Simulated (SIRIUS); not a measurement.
# WS (Pm-3m) in SIRIUS: reference runs

Reference runs on WS: the cell as given and a disturbed copy, then over a range of volumes.

All numbers are computed with SIRIUS 7.10.0; they aren't measurements. Logs are shortened: lines on timing, memory, paths and dates and some standing lists are left out, and cuts for length are marked. The log counts tension as positive stress, the text compression.

**1. The structure**

It takes space group Pm-3m (No. 221, cubic). The conventional cell has a = 3.008 Å, b = 3.008 Å, c = 3.008 Å, α = 90.00°, β = 90.00°, γ = 90.00°. W (site symmetry m-3m) has 8 S at 2.60 Å as nearest neighbours. S (site symmetry m-3m) is surrounded by 8 W at 2.60 Å.

The cell was built by a generator and needn't be a form met in nature.

**2. Single point, PBE**

Contents of sirius.json:

```json
{
  "control": {
    "processing_unit": "cpu",
    "verbosity": 2,
    "num_bands_to_print": 17,
    "print_forces": true,
    "print_stress": true
  },
  "parameters": {
    "electronic_structure_method": "pseudopotential",
    "xc_functionals": ["XC_GGA_X_PBE", "XC_GGA_C_PBE"],
    "gk_cutoff": 8.7,
    "pw_cutoff": 17.4,
    "ngridk": [9, 9, 9],
    "shiftk": [0, 0, 0],
    "smearing": "fermi_dirac",
    "smearing_width": 0.0018374661,
    "num_bands": 17,
    "num_mag_dims": 0,
    "num_dft_iter": 100,
    "energy_tol": 1e-08,
    "density_tol": 1e-06
  },
  "iterative_solver": {
    "type": "davidson",
    "min_tolerance": 1e-09,
    "tolerance_scale": [0.1, 0.25]
  },
  "mixer": {
    "type": "anderson",
    "beta": 0.7,
    "max_history": 8
  },
  "settings": {
    "tol_ne": 1e-10,
    "pseudo_grid_cutoff": 6.5
  },
  "unit_cell": {
    "lattice_vectors": [
      [1.0, 0.0, 0.0],
      [0.0, 1.0, 0.0],
      [0.0, 0.0, 1.0]
    ],
    "lattice_vectors_scale": 5.684088313,
    "atom_coordinate_units": "lattice",
    "atom_types": ["W", "S"],
    "atom_files": {
      "W": "W.json",
      "S": "S.json"
    },
    "atoms": {
      "W": [
        [0.5, 0.5, 0.5]
      ],
      "S": [
        [0.0, 0.0, 0.0]
      ]
    }
  }
}
```

Potentials or basis: PseudoDojo 0.4.1 PBE standard (scalar relativistic).

Launch:

```bash
upf_to_json W.upf
upf_to_json S.upf
OMP_NUM_THREADS=1 sirius.scf --input=sirius.json --output=out.json --task=0
```

Output:

```text
[info] SIRIUS version : 7.10.0
[info] number of MPI ranks           : 1
[info] MPI grid                      : 1 1
[info] maximum number of OMP threads : 1
[fft] FFT context for density and potential
[fft] =====================================
[fft]   comm size                             : 1
[fft]   plane wave cutoff                     : 17.4
[fft]   grid size                             : 36 36 36   total : 46656
[fft]   grid limits                           : -17 18   -17 18   -17 18
[fft]   number of G-vectors within the cutoff : 8140
[fft]   local number of G-vectors             : 8140
[fft]   number of G-shells                    : 469
[fft] FFT context for coarse grid
[fft] =====================================
[fft]   comm size                             : 1
[fft]   plane wave cutoff                     : 17.4
[fft]   grid size                             : 36 36 36   total : 46656
[fft]   grid limits                           : -17 18   -17 18   -17 18
[fft]   number of G-vectors within the cutoff : 8140
[fft]   local number of G-vectors             : 8140
[fft]   number of G-shells                    : 469
[unit cell] lattice vectors
[unit cell]   a1 :       5.6840883130      0.0000000000      0.0000000000
[unit cell]   a2 :       0.0000000000      5.6840883130      0.0000000000
[unit cell]   a3 :       0.0000000000      0.0000000000      5.6840883130
[unit cell] reciprocal lattice vectors
[unit cell]   b1 :       1.1053989595      0.0000000000      0.0000000000
[unit cell]   b2 :       0.0000000000      1.1053989595      0.0000000000
[unit cell]   b3 :       0.0000000000      0.0000000000      1.1053989595
[unit cell] unit cell volume :       183.64641325 [a.u.^3]
[unit cell] 1/sqrt(omega)    :         0.07379191
[unit cell] MT volume        :         0.00000000 ( 0.00%)
[unit cell] IT volume        :       183.64641325 (100.00%)
[unit cell] number of atom types : 2
[unit cell] type id : 0 symbol :  W mt_radius :  13.950000 num_atoms : 1
[unit cell] type id : 1 symbol :  S mt_radius :  11.450000 num_atoms : 1
[unit cell] total number of atoms : 2
[unit cell] number of symmetry classes : 2
[unit cell] number of PAW atoms : 0
[unit cell] atom id  type id  class id             position                      vector_field
[unit cell] ------------------------------------------------------------------------------------------
[unit cell]      0        0        0      0.50000   0.50000   0.50000      0.00000   0.00000   0.00000
[unit cell]      1        1        1      0.00000   0.00000   0.00000      0.00000   0.00000   0.00000
[unit cell] atom id         position (Cartesian, a.u.)
[unit cell] ---------------------------------------------
[unit cell]      0       2.842044    2.842044    2.842044
[unit cell]      1       0.000000    0.000000    0.000000
[unit cell] class id : 0 atom id : 0
[unit cell] class id : 1 atom id : 1
[unit cell] minimum bond length:     4.922565
[unit cell] total number of pseudo wave-functions: 14
[sym] space group number   : 221
[sym] international symbol : Pm-3m
[sym] Hall symbol          : -P 4 2 3
[sym] space group transformation matrix :
[sym]   1.0000  0.0000  0.0000
[sym]   0.0000  1.0000  0.0000
[sym]   0.0000  0.0000  1.0000
[sym] space group origin shift :
[sym]   0.0000  0.0000  0.0000
[sym] number of space group operations  : 48
[sym] number of magnetic group operations : 48
[sym] metric tensor error: 0.0000e+00
[sym] rotation matrix error: 0.0000e+00
[sym] symmetry operations
[... list of symmetry operations ...]
[atom type] label          : W
[atom type] --------------------------------------------------------------------------------
[atom type] symbol         : W
[... 264 lines left out ...]
[find] Hartree energy of density residual : 2.663784812386e-11
[find] bands are converged : false
[find] iterative solver converged : false
[find] +------------------------------+
[find] | SCF iteration  10 out of 100|
[find] +------------------------------+
[diagonalize] iterative solver tolerance (occupied, empty): 1.77057e-09 1.77057e-09
[diagonalize] average number of iterations: 2.82857
[diagonalize] Lowest band energies
[diagonalize] ik:    0   -1.999874   -0.679773   -0.679773   -0.679773    0.089706    0.568939    0.568939    0.631755    0.631755    0.631755    0.779664    0.779664    0.779664    0.822757    1.082891    1.082891    1.335792
[diagonalize] ik:    1   -1.999795   -0.681607   -0.679607   -0.679607    0.096961    0.539365    0.573431    0.621228    0.621228    0.642579    0.782270    0.792713    0.792713    0.853484    1.052078    1.098714    1.265111
[diagonalize] ik:    2   -1.999594   -0.686185   -0.679187   -0.679187    0.117359    0.473918    0.585853    0.599190    0.599190    0.685099    0.789173    0.824083    0.824083    0.905498    0.990786    1.143176    1.174555
[diagonalize] ik:    3   -1.999366   -0.691280   -0.678708   -0.678708    0.146233    0.407556    0.578745    0.578745    0.602430    0.752941    0.797628    0.863725    0.863725    0.933431    0.940828    1.095053    1.095053
[diagonalize] ik:    4   -1.999217   -0.694544   -0.678394   -0.678394    0.171746    0.362082    0.567040    0.567040    0.615338    0.803560    0.824001    0.898536    0.900379    0.900379    0.949709    1.038233    1.038233
[diagonalize] ...
[diagonalize] ik:   30   -1.998304   -0.691450   -0.691391   -0.682821    0.205392    0.443950    0.447686    0.542040    0.640975    0.733312    0.737147    0.868105    0.886049    0.932442    1.051099    1.068741    1.197321
[diagonalize] ik:   31   -1.998373   -0.688542   -0.688047   -0.688047    0.203206    0.449848    0.449848    0.509709    0.697557    0.719374    0.719374    0.886322    0.886322    0.939621    1.053188    1.053188    1.222626
[diagonalize] ik:   32   -1.998228   -0.691211   -0.687935   -0.687637    0.214972    0.432588    0.439968    0.505575    0.694268    0.724012    0.750517    0.874858    0.925209    0.963436    0.998983    1.022446    1.227826
[diagonalize] ik:   33   -1.998084   -0.690777   -0.690724   -0.687378    0.228343    0.427145    0.428010    0.475292    0.710016    0.765693    0.771838    0.878791    0.920481    0.945784    0.990272    1.007911    1.202217
[diagonalize] ik:   34   -1.997940   -0.690357   -0.690287   -0.690287    0.248900    0.416542    0.416542    0.432117    0.784698    0.796790    0.796790    0.897707    0.897707    0.955716    0.955716    0.960176    1.123790
[find] Charges and magnetic moments
[find] --------------------------------------------------------------------------------
[find] total charge          : 20.000000
[find] Energy
[find] --------------------------------------------------------------------------------
[find] valence_eval_sum               :      -2.03669975
[find] <rho|V^{XC}>                   :     -14.59529624
[find] <rho|E^{XC}>                   :     -19.85315886
[find] <mag|B^{XC}>                   :       0.00000000
[find] <rho|V^{H}>                    :      19.64808057
[find] one-electron contribution      :      -7.08948408 (Ha),     -14.17896816 (Ry)
[find] hartree contribution           :       9.82404029
[find] xc contribution                :     -19.85315886
[find] ewald contribution             :     -69.75421691
[find] PAW contribution               :       0.00000000
[find] smearing (-TS)                 :      -0.00047526
[find] SCF correction                 :       0.00000795
[find] Total energy                   :     -86.87281160 (Ha),    -173.74562321 (Ry)
[find] Free energy (E-TS)             :     -86.87328686 (Ha),    -173.74657373 (Ry)
[find] band gap (eV)                  :       0.00000000
[find] Efermi                         :       0.73607001
[find] iteration : 10, RMS : 1.456086347738e-07, energy difference : -5.065217578704e-09
[find] Hartree energy of density residual : 4.065132529431e-13
[find] bands are converged : true
[find] iterative solver converged : true
[find] converged after 11 SCF iterations!
[find] Charges and magnetic moments
[find] --------------------------------------------------------------------------------
[find] total charge          : 20.000000
[find] Energy
[find] --------------------------------------------------------------------------------
[find] valence_eval_sum               :      -2.03669975
[find] <rho|V^{XC}>                   :     -14.59529624
[find] <rho|E^{XC}>                   :     -19.85315886
[find] <mag|B^{XC}>                   :       0.00000000
[find] <rho|V^{H}>                    :      19.64808057
[find] one-electron contribution      :      -7.08948408 (Ha),     -14.17896816 (Ry)
[find] hartree contribution           :       9.82404029
[find] xc contribution                :     -19.85315886
[find] ewald contribution             :     -69.75421691
[find] PAW contribution               :       0.00000000
[find] smearing (-TS)                 :      -0.00047526
[find] SCF correction                 :       0.00000795
[find] Total energy                   :     -86.87281160 (Ha),    -173.74562321 (Ry)
[find] Free energy (E-TS)             :     -86.87328686 (Ha),    -173.74657373 (Ry)
[find] band gap (eV)                  :       0.00000000
[find] Efermi                         :       0.73607001
[ground_state] === stress tensor components [kbar] ===
[ground_state] === stress_kin ===
[ground_state] -26180.371771    0.000000    0.000000
[ground_state]     0.000000-26180.371771    0.000000
[ground_state]     0.000000    0.000000-26180.371771
[ground_state] === stress_har ===
[ground_state] -5246.190238    0.000000   -0.000000
[ground_state]     0.000000-5246.190238   -0.000000
[ground_state]    -0.000000   -0.000000-5246.190238
[ground_state] === stress_ewald ===
[ground_state] 37249.836237    0.000000    0.000000
[ground_state]     0.00000037249.836237    0.000000
[ground_state]     0.000000    0.00000037249.836237
[ground_state] === stress_vloc ===
[ground_state] 15012.541297    0.000000   -0.000000
[ground_state]     0.00000015012.541297    0.000000
[ground_state]    -0.000000    0.00000015012.541297
[ground_state] === stress_xc ===
[ground_state] -8162.333309    0.000000   -0.000000
[ground_state]     0.000000-8162.333309   -0.000000
[ground_state]    -0.000000   -0.000000-8162.333309
[ground_state] === stress_core ===
[ground_state] 15607.988995    0.000000    0.000000
[ground_state]     0.00000015607.988995    0.000000
[ground_state]     0.000000    0.00000015607.988995
[ground_state] === stress_nonloc ===
[ground_state] -28286.263894    0.000000    0.000000
[ground_state]     0.000000-28286.263894   -0.000000
[ground_state]     0.000000   -0.000000-28286.263894
[ground_state] === stress_us_nl ===
[ground_state] -28286.263894    0.000000    0.000000
[ground_state]     0.000000-28286.263894   -0.000000
[ground_state]     0.000000   -0.000000-28286.263894
[ground_state] === stress_total ===
[ground_state]    -4.792682    0.000000    0.000000
[ground_state]     0.000000   -4.792682   -0.000000
[ground_state]     0.000000   -0.000000   -4.792682
[ground_state] ==== total Forces in Ha/bohr =====
[ground_state] atom:    0, force:       0.0000000      0.0000000      0.0000000
[ground_state] atom:    1, force:       0.0000000      0.0000000      0.0000000
[ground_state] ==== ultrasoft contribution from Qij =====
[ground_state] atom:    0, force:       0.0000000      0.0000000      0.0000000
[ground_state] atom:    1, force:       0.0000000      0.0000000      0.0000000
[ground_state] ==== non-local contribution from Beta-projector =====
[ground_state] atom:    0, force:       0.0000000      0.0000000      0.0000000
[ground_state] atom:    1, force:       0.0000000      0.0000000      0.0000000
[ground_state] ==== contribution from local potential =====
[ground_state] atom:    0, force:       0.0000000      0.0000000      0.0000000
[ground_state] atom:    1, force:       0.0000000      0.0000000      0.0000000
[ground_state] ==== contribution from core density =====
[ground_state] atom:    0, force:       0.0000000      0.0000000      0.0000000
[ground_state] atom:    1, force:       0.0000000      0.0000000      0.0000000
[ground_state] ==== Ewald forces from ions =====
[ground_state] atom:    0, force:       0.0000000      0.0000000      0.0000000
[ground_state] atom:    1, force:       0.0000000      0.0000000      0.0000000
[~DFT_ground_state] local op. applied: 15806
[~DFT_ground_state] evp. work count: 3801.15
[~DFT_ground_state] number of iterative solver steps: 1283
```

It took 27 s on 1 thread of Arm Neoverse V1, shared host; peak memory 0.32 GiB.

What came out:

- Free energy: -2363.9426 eV
- Pressure: 0.5 GPa
- Band gap on the k mesh: none (metal or under the smearing width)

**3. Single point, PBE, 12.79 Å³/atom (volume scaled by 0.94)**

sirius.json: that of step 2 with these lines changed.

```diff
@@ -43,3 +43,3 @@
     ],
-    "lattice_vectors_scale": 5.684088313,
+    "lattice_vectors_scale": 5.568053952,
     "atom_coordinate_units": "lattice",
```

Potentials or basis: PseudoDojo 0.4.1 PBE standard (scalar relativistic).

Launch:

```bash
upf_to_json W.upf
upf_to_json S.upf
OMP_NUM_THREADS=1 sirius.scf --input=sirius.json --output=out.json --task=0
```

It took 26 s on 1 thread of Arm Neoverse V1, shared host; peak memory 0.31 GiB.

It converged, with:

```yaml
Free_energy: -2363.8531 eV
Pressure: 18.0 GPa
Band_gap_on_the_k_mesh: none (metal or under the smearing width)
```

**4. Single point, PBE, 13.06 Å³/atom (volume scaled by 0.96)**

sirius.json: that of step 3 with these lines changed.

```diff
@@ -43,3 +43,3 @@
     ],
-    "lattice_vectors_scale": 5.568053952,
+    "lattice_vectors_scale": 5.6072668916,
     "atom_coordinate_units": "lattice",
```

Launch:

```bash
upf_to_json W.upf
upf_to_json S.upf
OMP_NUM_THREADS=1 sirius.scf --input=sirius.json --output=out.json --task=0
```

Wall time 27 s (1 thread of Arm Neoverse V1, shared host); peak memory 0.34 GiB.

It converged, with:

| Quantity | Value |
| --- | --- |
| Free energy | -2363.9030 eV |
| Pressure | 11.5 GPa |
| Band gap on the k mesh | none (metal or under the smearing width) |

[end of part 1 of 2]
